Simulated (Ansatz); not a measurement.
# Arsenic, A15 under PBEsol: structure and ground-state energy

What does PBEsol give for arsenic in the A15 structure? We relax it, then solve it on a dense k-mesh. Spin polarisation is left out. The k-meshes are 5×5×5 for the relaxation; 7×7×7 for the dense run.

Program: Ansatz 0.2.0. Level of theory: DFT PBEsol, plane waves (420 eV) with PAW, scalar-relativistic; PAW files made under PBE, frozen cores solved again for the functional. These are calculated values, not measurements.

**1. The structure to begin with**

Symmetry: Pm-3n, No. 223, cubic system. Conventional cell: a = 5.271 Å, b = 5.271 Å, c = 5.271 Å, α = 90.00°, β = 90.00°, γ = 90.00°. Around As (site symmetry m-3) lie 12 As at 2.95 Å. Around As (site symmetry -4m2) lie 6 As at 2.64 to 2.95 Å.

Coordinates:

```cif
data_structure
_symmetry_space_group_name_H-M 'Pm-3n'
_symmetry_Int_Tables_number 223
_cell_length_a 5.2705
_cell_length_b 5.2705
_cell_length_c 5.2705
_cell_angle_alpha 90.000
_cell_angle_beta 90.000
_cell_angle_gamma 90.000
_cell_volume 146.41
loop_
_atom_site_label
_atom_site_type_symbol
_atom_site_symmetry_multiplicity
_atom_site_Wyckoff_symbol
_atom_site_fract_x
_atom_site_fract_y
_atom_site_fract_z
_atom_site_occupancy
As1 As 2 a 0.00000 0.00000 0.00000 1
As2 As 6 c 0.25000 0.00000 0.50000 1
```

**2. Relaxing cell and atoms**

The input, input.yaml:

```yaml
crystal:
  lattice:
    - [5.2705306221, 0.0, 0.0]
    - [0.0, 5.2705306221, 0.0]
    - [0.0, 0.0, 5.2705306221]
  atoms:
    - { symbol: As, position: [0.0, 0.0, 0.0] }
    - { symbol: As, position: [0.5, 0.5, 0.5] }
    - { symbol: As, position: [0.25, 0.0, 0.5] }
    - { symbol: As, position: [0.75, 0.0, 0.5] }
    - { symbol: As, position: [0.5, 0.25, 0.0] }
    - { symbol: As, position: [0.5, 0.75, 0.0] }
    - { symbol: As, position: [0.0, 0.5, 0.25] }
    - { symbol: As, position: [0.0, 0.5, 0.75] }
hamiltonian:
  xc: pbesol
  pseudopotentials:
    kind: paw
    azcp:
      As: "pseudopotentials/As.paw.azcp"
basis:
  ecutwfc: 420
  fft_grid_basis: typed
kpoints:
  mp_grid: { grid: [5, 5, 5], shift: [0, 0, 0] }
magnetization:
  spin_polarized: false
scf:
  occupations: { method: fermi_dirac, width: 0.1 }
relax:
  max_steps: 60
  f_tol: 0.01
  cell: {}
output:
  write_density: true
  write_potential: true
  elf: true
  volumetric_format: npy
```

Started as:

```sh
$ ansatz run input.yaml --threads 4 --pin off --max-ram 8192MiB --backend cpu --events-out ev --progress --plain --runs-dir out
```

Further steps of the session: Dense single point.

Before running it: what results should come out? Wanted: space group; conventional cell; volume; shortest distance; gap on the mesh; relative to grey arsenic.

The runs gave:

```
                      quantity                         value
space group (spins left aside)               Pm-3n (No. 223)
             conventional cell                   a = 5.314 Å
                        volume                18.757 Å³/atom
             shortest distance                       2.657 Å
               gap on the mesh  none (levels filled in part)
 relative to grey arsenic (A7)                 +530 meV/atom
```

In words: The relaxation enlarged the cell by 2.5 % in volume. Against the reference form of arsenic (grey arsenic (A7), computed apart with the same settings) it stands 530 meV/atom higher, so it is far from stable. No gap shows: it is a metal or semimetal at this level. Relaxation kept the symmetry; phonons were not checked.
